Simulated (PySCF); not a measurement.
**LuOCl: other functionals and bases at one geometry**

One table from this session's results is given with a row withheld; the runs are named, their logs left out.

Method: several levels, as the steps say, no spin–orbit coupling; program: PySCF 2.14.0.

1 further run of the same task is left out (for a known fault of the program).

## The system as given

3 atoms, charge 0, spin multiplicity 1.

Bond lengths: Lu1–O2 1.780 Å, Lu1–Cl3 2.425 Å. Angles: O2–Lu1–Cl3 114.8°.

As a file:

```xyz
3

Lu    0.20900    0.00000   -0.37474
O     1.68073    0.00000    0.62608
Cl   -1.86905    0.00000    0.87497
```

Formal oxidation states: Lu +3. An earlier session relaxed this geometry at PBE0, Lu def2-SVP with ECP28, O def2-SVP, Cl def2-SVP (singlet, point group Cs).

At PBE0 on the finer grid: E = -1771.187015 Eh, HOMO -6.84 eV, LUMO -2.84 eV, Mulliken charge on Lu1 +0.91 e, largest force component 0.011 eV/Å. 

Levels to run: BLYP; TPSSh; PBE0, TZVP. Hardware: 2 threads of Arm Neoverse V2, shared host.

The first run:

Contents of run.py (the lines that set the calculation):

```python
mol = gto.M(atom='''
Lu     0.20900     0.00000    -0.37474
O      1.68073     0.00000     0.62608
Cl    -1.86905     0.00000     0.87497''',
    basis={'Lu': 'def2-SVP', 'O': 'def2-SVP', 'Cl': 'def2-SVP'},
    ecp={'Lu': 'def2-SVP'},
    charge=0, spin=0)
mf = dft.RKS(mol, xc='BLYP')
mf.grids.atom_grid = (75, 302)  # f atoms: unpruned, at least (60, 302)
mf = mf.density_fit()  # fitting sets: Lu def2-universal-JKFIT, O def2-universal-JKFIT, Cl def2-universal-JKFIT
mf.conv_tol = 1e-08; mf.max_cycle = 55
mf.kernel(dm0)  # dm0: the density of the relaxed state
```

Launch:

```
$ OMP_NUM_THREADS=2 python run.py
```

Among the steps run: BLYP; TPSSh; PBE0, TZVP.

One table of the session follows, with a row left open; its other results are not shown here.

| level | HOMO (eV) | gap (eV) | charge on Lu1 (e) | dipole (D) | largest force component (eV/Å) |
| --- | --- | --- | --- | --- | --- |
| PBE0 (relaxed here) | -6.84 | 4.00 | 0.91 | 7.32 | 0.01 |
| BLYP | -5.25 | 1.70 | 0.74 | 6.50 | 1.10 |
| TPSSh | -6.02 | 2.98 | 0.90 | 7.14 | 0.30 |
| PBE0, TZVP | ? | ? | ? | ? | ? |

Estimate the missing values for PBE0, TZVP.

As computed: HOMO (eV): -7.02; gap (eV): 4.12; charge on Lu1 (e): 1.22; dipole (D): 7.54; largest force component (eV/Å): 0.16. In the column «HOMO (eV)» it is the lowest.

In one basis the HOMO–LUMO gap runs from 1.70 eV (BLYP) to 4.00 eV (PBE0). The largest leftover force, 1.10 eV/Å with BLYP, stands at a geometry relaxed at another level. Total energies of different levels can't be compared.
